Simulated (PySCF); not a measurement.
# Solver options tried on La

The same problem is solved with other solver options, one edit a run.

Program: PySCF 2.14.0. Level of theory: method and basis as typed in the scripts. These are calculated values, not measurements.

3 further runs of the same task are left out: 3 that didn't finish.

## Step 1: The atom

La: 1 atom, charge 0, spin multiplicity 2.

## Step 2: The base run

Input file input.py:

```python
from pyscf import gto, scf, mp

mol = gto.M(
    atom='La 0 0 0',
    basis='x2c-svpall',
    charge=0,
    spin=1,
    verbose=4,
)
mf = scf.UHF(mol)
mf = mf.sfx2c1e()
mf.level_shift = 0.3
mf = mf.newton()
mf.kernel()
mp.MP2(mf, frozen=18).kernel()
mf.dip_moment()
print('orbital energies (hartree):', [e[max(0, n-3):n+3].round(4) for e, n in zip(mf.mo_energy, mol.nelec)])
```

On the command line:

```
OMP_NUM_THREADS=1 python input.py
```

Its log is not repeated here.

In short: E(SCF) = -8489.303177 Eh, 4 macro-iterations, E(MP2) − E(SCF) = -0.43346 Eh, ⟨S²⟩ = 1.379.

⟨S²⟩ = 1.38 against 0.75 for a pure state: the determinant is spin-contaminated. No search for the lowest state was made; open d or f shells can end in a higher solution.

## Step 3: Cycle limit 5

Run 1 changes cycle limit: 50 → 5.

Input file input.py:

```python
from pyscf import gto, scf, mp

mol = gto.M(
    atom='La 0 0 0',
    basis='x2c-svpall',
    charge=0,
    spin=1,
    verbose=4,
)
mf = scf.UHF(mol)
mf = mf.sfx2c1e()
mf.max_cycle = 5
mf.level_shift = 0.3
mf = mf.newton()
mf.kernel()
mp.MP2(mf, frozen=18).kernel()
mf.dip_moment()
print('orbital energies (hartree):', [e[max(0, n-3):n+3].round(4) for e, n in zip(mf.mo_energy, mol.nelec)])
```

On the command line:

```
OMP_NUM_THREADS=1 python input.py
```

## Step 4: Level shift -0.2 hartree

Run 2 changes level shift: 0.3 hartree → -0.2 hartree.

Changes to input.py since step 2:

```diff
@@ -11,3 +11,3 @@
 mf = mf.sfx2c1e()
-mf.level_shift = 0.3
+mf.level_shift = -0.2
 mf = mf.newton()
```

## Step 5: Cycle limit 8

Run 3 changes cycle limit: 50 → 8.

Changes to input.py since step 2:

```diff
@@ -11,2 +11,3 @@
 mf = mf.sfx2c1e()
+mf.max_cycle = 8
 mf.level_shift = 0.3
```

## Step 6: DIIS space 2

Run 4 changes DIIS space: default → 2.

Changes to input.py since step 2:

```diff
@@ -12,2 +12,3 @@
 mf.level_shift = 0.3
+mf.diis_space = 2
 mf = mf.newton()
```

Before running it: what results should come out? Wanted: for each run, E(SCF); from base; gap, α spin; after the SCF.

As calculated:

| run | E(SCF) (hartree) | from base (eV) | cycles | gap, α spin (eV) | after the SCF |
| --- | --- | --- | --- | --- | --- |
| base | -8489.303177 | 0 | 4 macro | 6.33 | MP2 correlation -11.795 eV, core frozen |
| cycle limit 5 | -8489.303177 | 0.0000 | 4 macro | 6.33 | MP2 correlation -11.795 eV, core frozen |
| level shift -0.2 hartree | -8489.303177 | 0.0000 | 4 macro | 6.33 | MP2 correlation -11.795 eV, core frozen |
| cycle limit 8 | -8489.303177 | 0.0000 | 4 macro | 6.33 | MP2 correlation -11.795 eV, core frozen |
| DIIS space 2 | -8489.303177 | 0.0000 | 4 macro | 6.33 | MP2 correlation -11.795 eV, core frozen |

Distance from each run's final energy (log10 hartree) by cycle:

| run | cycle 1 | cycle 2 | cycle 3 | cycle 5 | cycle 8 | cycle 12 |
| --- | --- | --- | --- | --- | --- | --- |
| base | -2.2 | -4.8 | -11.0 | done | done | done |
| cycle limit 5 | -2.2 | -4.8 | -11.0 | done | done | done |
| level shift -0.2 hartree | -2.2 | -4.8 | -11.0 | done | done | done |
| cycle limit 8 | -2.2 | -4.8 | -11.0 | done | done | done |
| DIIS space 2 | -2.2 | -4.8 | -11.0 | done | done | done |

What this shows: The SCF energy stays the same, to the digits that matter, with cycle limit 5 or level shift -0.2 hartree or cycle limit 8 or DIIS space 2. The cycles with level shift -0.2 hartree or DIIS space 2 repeat those of the base digit for digit, so the setting never acted.
